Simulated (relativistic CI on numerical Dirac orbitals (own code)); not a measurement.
**Tc³⁺: one ion under different settings**

Aim: see what numerical and physical settings do to the SCF, the total energy and the lowest levels of Tc³⁺.

Program: relativistic CI on numerical Dirac orbitals (own code) version 3. Level of theory: Dirac-Coulomb-Breit CI, KLI orbitals optimised for each configuration, model QED (radiative potential, 1s self-energy scaled to tabulated hydrogen-like ionisation energies), numerical settings as typed. These are calculated values, not measurements, unless marked.

## Step 1: Starting point

- ion: Tc³⁺ (Tc IV)
- nuclear charge: 43
- electrons: 40
- isotope: A = 97

## Step 2: Usual settings

Input settings:

```ini
atom Tc  Z=43  charge=3  electrons=40
nucleus A=97  rms_radius_fm=4.4112
hamiltonian dirac-coulomb  breit=on  qed=on  c_scale=1
orbitals kli  potential=per-configuration
slater_scale 1
correlation none
mixing on
grid step=0.0125 r_max=50.3
scf mixing=0.4 start=green max_iterations=150 tolerance=2e-08 node_fill=0.05
configurations
  [Kr] 4d4
  [Kr] 4d3 5s
  [Kr] 4d3 5p
  [Kr] 4d2 5s2
  [Kr] 4d3 5d
end
```

The run is started by

```sh
$ python run_levels.py task.json out
```

task.json lists these runs, among others, and the program works through them in turn.

## Step 3: QED terms off

Settings: those of step 2 with these lines changed.

```diff
@@ -2,3 +2,3 @@
 nucleus A=97  rms_radius_fm=4.4112
-hamiltonian dirac-coulomb  breit=on  qed=on  c_scale=1
+hamiltonian dirac-coulomb  breit=on  qed=off  c_scale=1
 orbitals kli  potential=per-configuration
```

## Step 4: Node fill 0, speed-of-light factor 10

Input settings:

```ini
atom Tc  Z=43  charge=3  electrons=40
nucleus A=97  rms_radius_fm=4.4112
hamiltonian dirac-coulomb  breit=on  qed=on  c_scale=10
orbitals kli  potential=per-configuration
slater_scale 1
correlation none
mixing on
grid step=0.0125 r_max=50.3
scf mixing=0.4 start=green max_iterations=150 tolerance=2e-08 node_fill=0
configurations
  [Kr] 4d4
  [Kr] 4d3 5s
  [Kr] 4d3 5p
  [Kr] 4d2 5s2
  [Kr] 4d3 5d
end
```

## Step 5: Iteration limit 20, speed-of-light factor 2, tolerance 1e-06

Input settings:

```ini
atom Tc  Z=43  charge=3  electrons=40
nucleus A=97  rms_radius_fm=4.4112
hamiltonian dirac-coulomb  breit=on  qed=on  c_scale=2
orbitals kli  potential=per-configuration
slater_scale 1
correlation none
mixing on
grid step=0.0125 r_max=50.3
scf mixing=0.4 start=green max_iterations=20 tolerance=1e-06 node_fill=0.05
configurations
  [Kr] 4d4
  [Kr] 4d3 5s
  [Kr] 4d3 5p
  [Kr] 4d2 5s2
  [Kr] 4d3 5d
end
```

## Step 6: Start potential previous

Input settings:

```ini
atom Tc  Z=43  charge=3  electrons=40
nucleus A=97  rms_radius_fm=4.4112
hamiltonian dirac-coulomb  breit=on  qed=on  c_scale=1
orbitals kli  potential=per-configuration
slater_scale 1
correlation none
mixing on
grid step=0.0125 r_max=50.3
scf mixing=0.4 start=previous max_iterations=150 tolerance=2e-08 node_fill=0.05
configurations
  [Kr] 4d4
  [Kr] 4d3 5s
  [Kr] 4d3 5p
  [Kr] 4d2 5s2
  [Kr] 4d3 5d
end
```

## Step 7: Node fill 5

Settings: those of step 6 with these lines changed.

```diff
@@ -8,3 +8,3 @@
 grid step=0.0125 r_max=50.3
-scf mixing=0.4 start=previous max_iterations=150 tolerance=2e-08 node_fill=0.05
+scf mixing=0.4 start=green max_iterations=58 tolerance=2e-08 node_fill=5
 configurations
```

## Step 8: Nuclear radius 44.1117

Input settings:

```ini
atom Tc  Z=43  charge=3  electrons=40
nucleus A=97  rms_radius_fm=44.1117
hamiltonian dirac-coulomb  breit=on  qed=on  c_scale=1
orbitals kli  potential=per-configuration
slater_scale 1
correlation none
mixing on
grid step=0.0125 r_max=50.3
scf mixing=0.4 start=green max_iterations=69 tolerance=2e-08 node_fill=0.05
configurations
  [Kr] 4d4
  [Kr] 4d3 5s
  [Kr] 4d3 5p
  [Kr] 4d2 5s2
  [Kr] 4d3 5d
end
```

(Steps that only read results are left out.)

What does the calculation give? Wanted: lowest level, usual settings; total energy; first excitation.

**Answer**, as computed:

| setting | total energy less usual (Ha) | largest shift of a level among the lowest eight of both runs, same label and place (cm⁻¹) | SCF iterations | time | lowest level | kind of change |
| --- | --- | --- | --- | --- | --- | --- |
| usual | 0 | 0 | 56 | 0.33 s | 4d4 5D0 | - |
| QED terms off | -1.76 | 9.04 | 56 | 0.3 s | 4d4 5D0 | model term |
| node fill 0, speed-of-light factor 10 | 75.6 | 2450 | 56 | 0.33 s | 4d4 5D0 | unphysical constant |
| iteration limit 20, speed-of-light factor 2, tolerance 1e-06 | 58 | 1860 | 50 | 0.31 s | 4d4 5D0 | unphysical constant |
| start potential previous | 0 | 0 | 51 | 0.3 s | 4d4 5D0 | numerical |
| node fill 5 | 0.426 | 408 | 60 | 0.34 s | 4d4 5D0 | unsound |
| nuclear radius 44.1117 | 4.69 | 15.6 | 56 | 0.32 s | 4d4 5D0 | unsound |

```
                    quantity          value
lowest level, usual settings        4d4 5D0
                total energy  -4278.1111 Ha
            first excitation     308.2 cm⁻¹
```

**Reading.** Among the runs whose levels can be followed, they move most under «node fill 0, speed-of-light factor 10» (unphysical constant), by up to 2450 cm⁻¹. No visible change in the result comes from «start potential previous». Only the listed configurations are in the model. Near neutrality, missing correlation can shift configurations against each other by thousands of cm⁻¹.
